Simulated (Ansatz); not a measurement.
# CH6AlFSi: up Jacob's ladder to CCSD(T)

The task here is to estimate one member of a computed series from the others.

Method: functionals in def2-TZVPP, the program's frozen cores in correlated methods; program: Ansatz 0.2.0, Gaussian basis.

Plan: LDA (SPW92), PBE-D4, revPBE-D4, BLYP-D4, r2SCAN-D4, B97M-V, PBE0-D4, B3LYP-D4, r2SCANh-D4, r2SCAN0-D4, HSE06-D4, BHLYP-D4, CAM-B3LYP-D4, LC-ωPBE, ωB97X-V, ωB97M-V, B2PLYP, PBE-QIDH; CCSD(T)/def2-SVP; CCSD(T)/def2-TZVPP; MP2/def2-QZVPP; extrapolation to the limit; RPA on PBE.

## The geometry

All runs share one geometry, relaxed beforehand with PBE0-D4 in a triple-zeta def2 set.

10 atoms, charge 0, spin multiplicity 1.

Atoms are counted from 1 here; the program's logs count them from 0.

Bond lengths: C1–Si2 1.882 Å, C1–H5 1.092 Å, C1–H6 1.092 Å, C1–H7 1.092 Å, Si2–Al3 2.453 Å, Si2–H8 1.493 Å, Si2–H9 1.493 Å, Al3–F4 1.655 Å, Al3–H10 1.586 Å. Angles: Si2–C1–H5 110.6°, Si2–C1–H6 111.0°, Si2–C1–H7 111.0°, H5–C1–H6 108.1°, H5–C1–H7 108.1°, H6–C1–H7 107.9°, C1–Si2–Al3 113.1°, C1–Si2–H8 109.7°, C1–Si2–H9 109.6°, Al3–Si2–H8 109.0°, Al3–Si2–H9 108.9°, H8–Si2–H9 106.3°, Si2–Al3–F4 117.3°, Si2–Al3–H10 127.4°, F4–Al3–H10 115.3°.

Coordinates:

| atom | x (Å) | y (Å) | z (Å) |
| --- | --- | --- | --- |
| C1 | 0.20930 | 1.52208 | -0.54967 |
| Si2 | -0.48730 | 0.18571 | 0.57806 |
| Al3 | 0.32047 | -2.06187 | 0.01849 |
| F4 | -0.27132 | -3.32443 | 0.91008 |
| H5 | -0.17100 | 2.50488 | -0.26281 |
| H6 | -0.06992 | 1.34084 | -1.58990 |
| H7 | 1.29976 | 1.55110 | -0.49534 |
| H8 | -1.97874 | 0.19797 | 0.50959 |
| H9 | -0.12916 | 0.49038 | 1.99555 |
| H10 | 1.36113 | -2.45785 | -1.11104 |

The first run:

File in.yaml:

```yaml
crystal:
  periodic: [false, false, false]
  atoms:
    - {symbol: C, position_ang: [0.209297, 1.522079, -0.549673]}
    - {symbol: Si, position_ang: [-0.487299, 0.185710, 0.578060]}
    - {symbol: Al, position_ang: [0.320467, -2.061867, 0.018486]}
    - {symbol: F, position_ang: [-0.271321, -3.324426, 0.910083]}
    - {symbol: H, position_ang: [-0.171004, 2.504877, -0.262813]}
    - {symbol: H, position_ang: [-0.069924, 1.340836, -1.589900]}
    - {symbol: H, position_ang: [1.299761, 1.551099, -0.495344]}
    - {symbol: H, position_ang: [-1.978743, 0.197971, 0.509594]}
    - {symbol: H, position_ang: [-0.129160, 0.490375, 1.995546]}
    - {symbol: H, position_ang: [1.361127, -2.457853, -1.111041]}
basis:
  gaussian: {orbitals: def2-TZVPP}
hamiltonian: {xc: lda}
output: {orbitals: {seedname: orbitals}}
```

Launch:

```
> ansatz run in.yaml --threads 2 --pin off --events-out ev --progress --plain --max-ram 4352MiB
```

Steps of the session up to this table: LDA; PBE-D4 (GGA); revPBE-D4 (GGA); BLYP-D4 (GGA); r2SCAN-D4 (meta-GGA); B97M-V (meta-GGA); B3LYP-D4 (hybrid); r2SCANh-D4 (hybrid); r2SCAN0-D4 (hybrid); HSE06-D4 (hybrid); BHLYP-D4 (hybrid); CAM-B3LYP-D4 (range-separated); LC-ωPBE (range-separated); ωB97X-V (range-separated); ωB97M-V (range-separated); B2PLYP (double hybrid); PBE-QIDH (double hybrid).

One of the session's tables, all rows but one given; the rest of the session is left out.

It belongs to the step «Orbital energies across the functionals». 

```
  functional  HOMO (eV)  LUMO (eV)  gap (eV)
 LDA (SPW92)      -6.47      -2.62      3.86
      PBE-D4      -6.40      -2.41      3.99
   revPBE-D4      -6.37      -2.31      4.05
     BLYP-D4      -6.29      -2.29      4.00
   r2SCAN-D4      -6.65      -2.18      4.47
      B97M-V          ?          ?         ?
     PBE0-D4      -7.52      -1.67      5.86
    B3LYP-D4      -7.34      -1.86      5.49
  r2SCANh-D4      -7.06      -1.92      5.14
  r2SCAN0-D4      -7.68      -1.53      6.14
    HSE06-D4      -7.13      -2.03      5.09
    BHLYP-D4      -8.56      -0.90      7.66
CAM-B3LYP-D4      -8.81      -0.71      8.10
     LC-ωPBE     -10.09       0.37     10.46
     ωB97X-V      -9.78       0.25     10.03
     ωB97M-V      -9.52      -0.02      9.50
```

Estimate the missing values for B97M-V.

As computed: HOMO (eV): -6.71; LUMO (eV): -2.37; gap (eV): 4.34. In the column «HOMO (eV)» it lies between r2SCANh-D4 (-7.06) and r2SCAN-D4 (-6.65).
